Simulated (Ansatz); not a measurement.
# Si12HCl: the cost of one run

Method: DFT r2SCAN, scalar-relativistic, plane waves, PAW, in Ansatz 0.2.0.

## 1. The starting structure

The structure is trigonal, space group P3m1 (No. 156). The conventional cell has a = 3.850 Å, b = 3.850 Å, c = 35.052 Å, α = 90.00°, β = 90.00°, γ = 120.00°. Around Si (site symmetry 3m) lie 1 Cl at 2.05 Å and 3 Si at 2.36 Å. Si (site symmetry 3m) is surrounded by 4 Si at 2.36 Å. Only part of the 14 independent sites is listed.

As a file:

```cif
data_structure
_symmetry_space_group_name_H-M 'P3m1'
_symmetry_Int_Tables_number 156
_cell_length_a 3.8497
_cell_length_b 3.8497
_cell_length_c 35.0522
_cell_angle_alpha 90.000
_cell_angle_beta 90.000
_cell_angle_gamma 120.000
_cell_volume 449.88
loop_
_atom_site_label
_atom_site_type_symbol
_atom_site_symmetry_multiplicity
_atom_site_Wyckoff_symbol
_atom_site_fract_x
_atom_site_fract_y
_atom_site_fract_z
_atom_site_occupancy
Si1 Si 1 a 0.00000 0.00000 0.72755 1
Si2 Si 1 b 0.33333 0.66667 0.70513 1
Si3 Si 1 b 0.33333 0.66667 0.63787 1
Si4 Si 1 c 0.66667 0.33333 0.61546 1
Si5 Si 1 c 0.66667 0.33333 0.54820 1
Si6 Si 1 a 0.00000 0.00000 0.52578 1
Si7 Si 1 a 0.00000 0.00000 0.45853 1
Si8 Si 1 b 0.33333 0.66667 0.43611 1
Si9 Si 1 b 0.33333 0.66667 0.36885 1
Si10 Si 1 c 0.66667 0.33333 0.34643 1
Si11 Si 1 c 0.66667 0.33333 0.27918 1
Si12 Si 1 a 0.00000 0.00000 0.25676 1
H1 H 1 a 0.00000 0.00000 0.21397 1
Cl1 Cl 1 a 0.00000 0.00000 0.78603 1
```

## 2. Relaxing the atoms: Si12HCl slab, no spin

The input, input.yaml:

```yaml
crystal:
  lattice:
    - [3.84970145, 0.0, 0.0]
    - [-1.92485072, 3.33393925, 0.0]
    - [0.0, 0.0, 35.05215737]
  atoms:
    - { symbol: Si, position: [0.0, 0.0, 0.72754887] }
    - { symbol: Si, position: [0.33333333, 0.66666667, 0.70513036] }
    - { symbol: Si, position: [0.33333333, 0.66666667, 0.63787484] }
    - { symbol: Si, position: [0.66666667, 0.33333333, 0.61545633] }
    - { symbol: Si, position: [0.66666667, 0.33333333, 0.54820081] }
    - { symbol: Si, position: [0.0, 0.0, 0.52578231] }
    - { symbol: Si, position: [0.0, 0.0, 0.45852679] }
    - { symbol: Si, position: [0.33333333, 0.66666667, 0.43610828] }
    - { symbol: Si, position: [0.33333333, 0.66666667, 0.36885276] }
    - { symbol: Si, position: [0.66666667, 0.33333333, 0.34643426] }
    - { symbol: Si, position: [0.66666667, 0.33333333, 0.27917874] }
    - { symbol: Si, position: [0.0, 0.0, 0.25676023] }
    - { symbol: H, position: [0.0, 0.0, 0.21396686] }
    - { symbol: Cl, position: [0.0, 0.0, 0.78603314] }
scf:
  occupations: { method: gaussian, width: 0.03 }
output:
  forces: true
  write_density: true
  write_potential: true
  elf: true
  volumetric_format: npy
hamiltonian:
  xc: r2scan
efield:
  axis: 3
  dipole_correction: true
kpoints:
  mp_grid: { grid: [10, 10, 1] }
relax:
  f_tol: 0.005
  constraints: [{ sites: [10, 11, 12] }]
```

Run with:

```console
$ ansatz run input.yaml --threads 4 --pin off --max-ram 8192MiB --backend cpu --events-out ev --progress --plain --runs-dir out
```

What time and memory should one allow on 4 threads of AMD EPYC 9R45 (Zen 5), shared host?

About 26 s, with a peak of 1.8 GiB.
